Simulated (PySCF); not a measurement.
# Zn(3+): dipole response in aug-cc-pwCVTZ-PP with ECP10

Aim: the static polarisability and the C₆ coefficient of Zn(3+), method by method.

Method: unrestricted determinants in a Gaussian basis, no spin-orbit coupling in the energies. Code: PySCF 2.14.0.

## (1) What is computed

| Property | Result |
| --- | --- |
| Element | zinc (Z = 30) |
| Basis | aug-cc-pwCVTZ-PP with ECP10MDF (8s8p7d4f3g, 122 functions) |
| Hamiltonian | scalar relativity through the core potential |
| State 1 | Zn(3+): [Ar] 3d9, 2D determinant |
| Methods | UHF, PBE |

The outer shells:

Zn3+ [Ar] 3d9
```
[Ar] core
3d [↑↓][↑↓][↑↓][↑↓][↑ ]
```

The runs were made by one driver on top of PySCF. The scripts below sum up each run's settings (the driver also hands on starting orbitals that pick excited configurations, and frozen orbitals as a list rather than a count), and the logs come from the driver's own runs. The driver starts from symmetry-adapted Hartree-Fock orbitals, holds the occupation by maximum overlap and uses a logarithmic radial grid for functionals, so a plain start would take other cycles.

The integrals over 122 functions and the set-up took 4.4 s of CPU time.

## (2) Zn(3+), method by method

UHF:

File input.py:

```python
from pyscf import gto, scf, dft, mp, cc
import basis_set_exchange as bse
txt = bse.get_basis("aug-cc-pwCVTZ-PP", elements=["Zn"], fmt="nwchem", header=False)
cut = txt.index("\nECP")
mol = gto.M(atom="Zn 0 0 0", charge=3, spin=1, symmetry="D2h",
            basis=gto.basis.parse(txt[:cut]),
            ecp={"Zn": gto.basis.parse_ecp(txt[cut:])})
mf = scf.UHF(mol)
mf.irrep_nelec = {'Ag': (3, 2), 'B1g': (1, 1), 'B2g': (1, 1), 'B3g': (1, 1), 'B1u': (1, 1), 'B2u': (1, 1), 'B3u': (1, 1)}
mf.kernel()
```

Standard output:

```text
damping factor = 0
level_shift factor = 0
DIIS = <class 'pyscf.scf.diis.CDIIS'>
diis_start_cycle = 1
diis_space = 10
diis_damp = 0
SCF conv_tol = 1e-09
SCF conv_tol_grad = None
number electrons alpha = 9  beta = 8
cycle= 1 E= -223.698479756733  delta_E= -0.00594  |g|= 0.0306  |ddm|= 0.024
cycle= 2 E= -223.698569075  delta_E= -8.93e-05  |g|= 0.0046  |ddm|= 0.00433
cycle= 3 E= -223.698572662575  delta_E= -3.59e-06  |g|= 0.00101  |ddm|= 0.00179
cycle= 4 E= -223.698572956431  delta_E= -2.94e-07  |g|= 0.000497  |ddm|= 0.000563
cycle= 5 E= -223.698573084909  delta_E= -1.28e-07  |g|= 0.000106  |ddm|= 0.000467
cycle= 6 E= -223.698573093866  delta_E= -8.96e-09  |g|= 1.63e-05  |ddm|= 0.000147
cycle= 7 E= -223.698573094053  delta_E= -1.87e-10  |g|= 3.08e-06  |ddm|= 1.85e-05
converged SCF energy = -223.698573094053  <S^2> = 0.75118203  2S+1 = 2.0011817
```

CPU time 48 s on a shared host, the integrals not counted.

Orbital energies by shell (radii are means over both spins):

```csv
shell,electrons,mean orbital energy (eV),spread (eV),rms radius (bohr)
3s α,1,-203.36,0,0.729
3s β,1,-199.84,0,0.729
3p α,3,-150.90,2.775,0.766
3p β,3,-146.74,2.209,0.766
3d α,5,-63.767,3.207,0.907
3d β,4,-61.954,2.476,0.907
```

⟨S²⟩ = 0.751, ⟨L²⟩ = 6.01.

The driver then solved the coupled dipole response at imaginary frequencies: mean α = 1.284 bohr³ (xx, yy, zz: 1.252, 1.252, 1.348), C₆ = 2.830 au for a like pair.

Energies and moments cover only the electrons outside the core potential.

PBE:

input.py differs from the last one in:

```diff
@@ -7,3 +7,3 @@
             ecp={"Zn": gto.basis.parse_ecp(txt[cut:])})
-mf = scf.UHF(mol)
+mf = dft.UKS(mol, xc="PBE")
 mf.irrep_nelec = {'Ag': (3, 2), 'B1g': (1, 1), 'B2g': (1, 1), 'B3g': (1, 1), 'B1u': (1, 1), 'B2u': (1, 1), 'B3u': (1, 1)}
```

Standard output:

```text
damping factor = 0
level_shift factor = 0
DIIS = <class 'pyscf.scf.diis.CDIIS'>
diis_start_cycle = 1
diis_space = 10
diis_damp = 0
SCF conv_tol = 1e-09
SCF conv_tol_grad = None
number electrons alpha = 9  beta = 8
XC functionals = PBE
    J. P. Perdew, K. Burke, and M. Ernzerhof.,  Phys. Rev. Lett. 77, 3865 (1996)
    J. P. Perdew, K. Burke, and M. Ernzerhof.,  Phys. Rev. Lett. 78, 1396 (1997)
    J. P. Perdew, K. Burke, and M. Ernzerhof.,  Phys. Rev. Lett. 77, 3865 (1996)
    J. P. Perdew, K. Burke, and M. Ernzerhof.,  Phys. Rev. Lett. 78, 1396 (1997)
cycle= 1 E= -224.615985091209  delta_E= -0.0176  |g|= 0.0689  |ddm|= 0.174
cycle= 2 E= -224.615596837159  delta_E= 0.000388  |g|= 0.102  |ddm|= 0.0563
cycle= 3 E= -224.616740629066  delta_E= -0.00114  |g|= 0.0045  |ddm|= 0.0294
cycle= 4 E= -224.6167437108  delta_E= -3.08e-06  |g|= 0.000149  |ddm|= 0.00214
cycle= 5 E= -224.616743713612  delta_E= -2.81e-09  |g|= 3.16e-05  |ddm|= 7.26e-05
cycle= 6 E= -224.616743713743  delta_E= -1.31e-10  |g|= 1.73e-06  |ddm|= 1.31e-05
converged SCF energy = -224.616743713743  <S^2> = 0.75039424  2S+1 = 2.0003942
```

It used 27 s of CPU time after the integrals (shared host).

The driver then solved the coupled dipole response at imaginary frequencies: mean α = 1.491 bohr³ (xx, yy, zz: 1.447, 1.447, 1.577), C₆ = 3.331 au for a like pair.

Radial density 4πr²ρ of Zn(3+) at UHF, the electrons outside the core potential:

```csv
r (bohr),density,spin density
0.00574,1.26e-05,0.000
0.00965,3.42e-05,0.000
0.0162,9.29e-05,0.000
0.0273,0.000363,0.000
0.0459,0.00344,0.000
0.0772,0.0446,0.005
0.130,0.456,0.050
0.219,3.18,0.308
0.368,14.3,0.970
0.618,24.3,1.274
1.04,9.46,0.561
1.75,0.999,0.068
2.94,0.0206,0.001
4.95,2.04e-05,0.000
```

## (3) Polarisabilities and C₆

Zn(3+), in atomic units:

```csv
method,mean α,C₆ (like pair),S(−4)
UHF,1.284,2.830,0.4689
PBE,1.491,3.331,0.7704
```

α(iu) at PBE:

```csv
u (hartree),α(iu) (bohr³)
0,1.491
0.0500,1.489
0.100,1.483
0.200,1.461
0.300,1.427
0.500,1.336
0.750,1.207
1.00,1.084
1.50,0.8817
2.00,0.7273
3.00,0.5149
5.00,0.2943
```

## (4) Results

| quantity | value |
| --- | --- |
| α of Zn(3+) | 1.284 (UHF) to 1.491 (PBE) bohr³ |

In words: A single London oscillator with the computed α and C₆ of Zn(3+) at UHF would have ω = 4 C₆ / (3 α²) = 2.29 hartree. The basis is finite, and no extrapolation was made.
